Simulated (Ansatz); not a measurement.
**LiCl: further runs on the relaxed cell**

One table from this session's results is given with a row withheld; the runs are named, their logs left out.

The COD entry's cell or inner coordinates are ideal or old and differ from later refinements, so a difference from it is no clean test against experiment.

Method: DFT r2SCAN, scalar-relativistic, plane waves, PAW, in Ansatz 0.2.0.

1 further run of the same task is left out (set aside as unsound or not needed).

### The starting structure

The structure is cubic, space group Fm-3m (No. 225). Conventional cell: a = 5.112 Å, b = 5.112 Å, c = 5.112 Å, α = 90.00°, β = 90.00°, γ = 90.00°. Li (site symmetry m-3m) has 6 Cl at 2.56 Å as nearest neighbours. Around Cl (site symmetry m-3m) lie 6 Li at 2.56 Å.

Structure file:

```cif
data_structure
_symmetry_space_group_name_H-M 'P 1'
_symmetry_Int_Tables_number 1
_cell_length_a 3.6150
_cell_length_b 3.6150
_cell_length_c 3.6150
_cell_angle_alpha 60.000
_cell_angle_beta 60.000
_cell_angle_gamma 60.000
_cell_volume 33.41
loop_
_atom_site_label
_atom_site_type_symbol
_atom_site_fract_x
_atom_site_fract_y
_atom_site_fract_z
_atom_site_occupancy
Li1 Li 0.00000 0.00000 0.00000 1
Cl1 Cl 0.50000 0.50000 0.50000 1
```

It is the result of an earlier relaxation at this level (volume 16.70 Å³/atom; gap on the mesh: 7.29 eV).

Set-up of the first run:

input.yaml reads:

```yaml
crystal:
  lattice:
    - [0.0, 2.5562024743, 2.5562024743]
    - [2.5562024743, 0.0, 2.5562024743]
    - [2.5562024743, 2.5562024743, 0.0]
  atoms:
    - { symbol: Li, position: [0.0, 0.0, 0.0] }
    - { symbol: Cl, position: [0.5, 0.5, 0.5] }
basis:
  ecutwfc: 500
kpoints:
  mp_grid: { grid: [8, 8, 8] }
  band_path:
    path:
      - [[0.0, 0.0, 0.0], [0.5, 0.0, 0.5], [0.625, 0.25, 0.625]]
      - [[0.375, 0.375, 0.75], [0.0, 0.0, 0.0], [0.5, 0.5, 0.5], [0.5, 0.25, 0.75], [0.5, 0.0, 0.5]]
    npoints: 14
hamiltonian:
  xc: r2scan
scf:
  occupations: { method: gaussian, width: 0.02 }
  n_extra_bands: 6
output:
  forces: true
  stress: true
  eigenvalues: true
  populations: true
  dos: { projected: true, de: 0.02, nscf_kmesh: { grid: [12, 12, 12] } }
  bader: true
  write_density: true
  write_potential: true
  elf: true
  volumetric_format: npy
```

Command:

```sh
$ ansatz run input.yaml --threads 1 --pin off --max-ram 2560MiB --backend cpu --events-out ev --progress --plain --runs-dir out
```

Steps of the session up to this table: Bands, states and charges; Seeking the band edges over the whole zone; Eigenvalues a small step from each edge; Point at V/V0 = 0.97; Point at V/V0 = 1.03; Volume × 0.94; Volume × 1.06.

One of the session's tables, all rows but one given; the rest of the session is left out.

It belongs to the step «Energy against volume». 

| volume (Å³/atom) | energy above the lowest point (meV/atom) | pressure (GPa) | gap on the mesh (eV) |
| --- | --- | --- | --- |
| 15.701 | 7.3 | 2.47 | 7.60 |
| 16.202 | ? | ? | ? |
| 16.703 | 0.0 | 0.00 | 7.29 |
| 17.204 | 1.5 | -0.96 | 7.11 |
| 17.705 | 5.9 | -1.78 | 6.94 |

**Question.** Estimate the row for volume (Å³/atom) = 16.202.

Worked estimate for «energy above the lowest point (meV/atom)». A straight line through the neighbours (15.701, 7.3) and (16.703, 0.0) gives 7.3 + (0.0 − 7.3) × (16.202 − 15.701) / (16.703 − 15.701) = 3.6; a parabola fitted to 3 rows on both sides gives 1.9.

The run gave: energy above the lowest point (meV/atom): 1.7; pressure (GPa): 1.13; gap on the mesh (eV): 7.49. In «energy above the lowest point (meV/atom)» the line misses by +1.9 and the parabola by +0.2.
